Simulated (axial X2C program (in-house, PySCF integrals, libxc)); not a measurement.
# A two-component session on TaO: EOM-EA-CCSD levels

Wanted for TaO: EOM-EA-CCSD levels, at the two-component level.

Program: an in-house X2C program for linear molecules on PySCF integrals. Level of theory: two-component X2C with atomic mean-field terms, Ta dyall-acv3z, O dyall-av3z. These are calculated values, not measurements.

### 1 Set-up

task.json reads:

```json
{"zs": [73, 8], "q": 0, "bas": ["dyall-acv3z", "dyall-av3z"], "r0": 1.83, "eom": "ea", "thr": -2.0, "nmax": 92, "grid": [1, 0.96, 1.045, 0.92, 1.09, 1.15]}
```

Keys: zs atomic numbers; q charge; bas basis sets; r0 starting distance in Å; eom kind of EOM run; thr threshold in hartree for freezing inner shells (an s shell follows its p shell); nmax most natural virtual spinors; grid distances as factors.

Started as:

```console
$ python soeom.py task.json out
```

After this run come: EOM-EA-CCSD at 1.676 Å.

**Question.** What will these runs give? Wanted: next root led by one particle; T1 of the reference; lowest state, Re and ωe.

As calculated:

| quantity | value |
| --- | --- |
| lowest root at 1.676 Å | Ω = 3/2, 8.347 eV |
| next root led by one particle | Ω = 5/2, about 3020 cm⁻¹ higher |
| T1 of the reference | 0.029 |
| lowest state, Re and ωe | 1.683 Å, 1078 cm⁻¹ |

In words: The added electron is bound by 8.35 eV in a spinor of 97% Ta dδ. Errors of 0.1 to 0.3 eV are usual at this size, and roots led by higher excitations are left out, so the list is incomplete, and low states of that kind can be missing. T1 or the largest double amplitude of the reference is raised, which lowers the reliability. The bond is 0.025 Å longer than in the closed-shell reference at CCSD (1.658 Å).
